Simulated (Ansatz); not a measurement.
**RuO+ (quartet): wave-function methods side by side, def2-TZVPP**

One table from this session's results is given with a row withheld; the runs are named, their logs left out.

The runs use Ansatz 0.2.0, Gaussian basis; def2-TZVPP, core rule «outside noble gas», up to 5 orbitals frozen.

The runs, in order: UHF; ROHF; CCSD(T) on UHF.

## What is computed

The geometry is a PBE0/def2-TZVP stationary point (not a proven minimum) of the parent state, kept for this charge and spin. No spin-orbit coupling is included. Elements past krypton take def2 core potentials.

2 atoms, charge 1, spin multiplicity 4.

Atoms are counted from 1 here; the program's logs count them from 0.

Bond lengths: Ru1–O2 1.595 Å.

The first run:

Contents of in.yaml:

```yaml
crystal:
  periodic: [false, false, false]
  atoms:
    - {symbol: Ru, position_ang: [0.000000, 0.000000, 0.000000]}
    - {symbol: O, position_ang: [0.000000, 0.000000, 1.595400]}
basis:
  gaussian: {orbitals: def2-TZVPP}
total_charge: 1
magnetization: {spin_polarized: true, initial_magnetization: 3}
hamiltonian: {xc: hf}
output: {orbitals: {seedname: orbitals}}
```

Launch:

```bash
> ansatz run in.yaml --threads 1 --pin off --events-out ev --progress --plain --max-ram 4096MiB --backend cpu
```

Steps of the session up to this table: UHF; ROHF; CCSD(T) on UHF.

One table of the session follows, with a row left open; its other results are not shown here.

| method | from UCCSD(T) (meV) |
| --- | --- |
| ROHF | +13415.3 |
| UHF | +12840.8 |
| UMP2 | +1018.7 |
| UCCSD | ? |
| UCCSD(T) | 0 |

**Question.** Estimate the row for UCCSD.

**Answer.** from UCCSD(T) (meV): +643.0. In the column «from UCCSD(T) (meV)» it lies between UCCSD(T) (0) and UMP2 (+1018.7).

The program flags UCCSD(T) as in doubt (see the logs), so the zero of the table is itself unsure.

Limits of these values: The program flags UCCSD(T) as in doubt, so the zero of the table is itself unsure.
